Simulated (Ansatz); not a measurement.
**TaTi2Si3: one candidate of a structure search**

The task: take a trial cell of TaTi2Si3 to zero force and stress.

Method: DFT PBE, scalar-relativistic, plane waves, PAW, in Ansatz 0.2.0.

## 1. The system as given

It takes space group P6/mmm (No. 191, hexagonal). The conventional cell has a = 4.975 Å, b = 4.975 Å, c = 3.922 Å, α = 90.00°, β = 90.00°, γ = 120.00°. Around Ti (site symmetry -6m2) lie 6 Si at 2.43 Å. Ta (site symmetry 6/mmm) has 6 Ti at 2.87 Å and 12 Si at 3.17 Å as nearest neighbours. Around Si (site symmetry mmm) lie 4 Ti at 2.43 Å and 4 Si at 2.49 Å and 4 Ta at 3.17 Å.

Structure file:

```
CELL_PARAMETERS angstrom
4.97514 0.00000 0.00000
-2.48757 4.30860 0.00000
0.00000 0.00000 3.92166
ATOMIC_POSITIONS crystal
Ti 0.33333 0.66667 0.00000
Ti 0.66667 0.33333 0.00000
Ta 0.00000 0.00000 0.00000
Si 0.50000 0.00000 0.50000
Si 0.50000 0.50000 0.50000
Si 0.00000 0.50000 0.50000
```

The cell is invented: species swapped into a database cell of CeGa3Pd2 (P6/mmm, No. 191), with Ta on the Ce sites, Si on the Ga sites and Ti on the Pd sites. The dimensions are guesses.

## 2. Probe: one point on a coarse mesh

input.yaml

```yaml
crystal:
  lattice:
    - [4.97514305, 0.0, 0.0]
    - [-2.48757152, 4.30860026, 0.0]
    - [0.0, 0.0, 3.92166341]
  atoms:
    - { symbol: Ti, position: [0.33333333, 0.66666667, 0.0] }
    - { symbol: Ti, position: [0.66666667, 0.33333333, 0.0] }
    - { symbol: Ta, position: [0.0, 0.0, 0.0] }
    - { symbol: Si, position: [0.5, 0.0, 0.5] }
    - { symbol: Si, position: [0.5, 0.5, 0.5] }
    - { symbol: Si, position: [0.0, 0.5, 0.5] }
basis:
  ecutwfc: 420
kpoints:
  mp_grid: { grid: [6, 6, 4] }
hamiltonian:
  xc: pbe
scf:
  occupations: { method: gaussian, width: 0.1 }
  lower_state_search: "off"
output:
  forces: true
  stress: true
  eigenvalues: true
```

Launch:

```
> ansatz run input.yaml --threads 1 --pin off --max-ram 2560MiB --backend cpu --events-out ev --progress --plain --runs-dir out
```

The session goes on with these runs: rough relaxation on the coarse mesh; spin check on a coarse mesh; final relaxation.

**Question.** What will these runs give? Wanted: conventional cell; volume; energy over the elements; gap on the mesh.

**Answer**, as computed:

| quantity | value |
| --- | --- |
| symmetry at the end (tolerance 0.05 Å) | space group P6/mmm (No. 191) |
| conventional cell | a = 5.088 Å, b = 5.088 Å, c = 4.187 Å, α = 90.00°, β = 90.00°, γ = 120.00° |
| volume | 15.64 Å³/atom |
| energy over the elements | -0.19 eV/atom |
| gap on the mesh | none (metal) |

What this shows: The space group P6/mmm (No. 191) is kept, and the volume per atom grows by 11.7 % from the first guess. It lies below the elements, which doesn't yet make it stable: competing phases were not computed in this session. No finished test with a distortion of lower symmetry is shown, so the end may be a saddle point. Spin-orbit coupling is left out for Ta. Other magnetic orders were not searched.
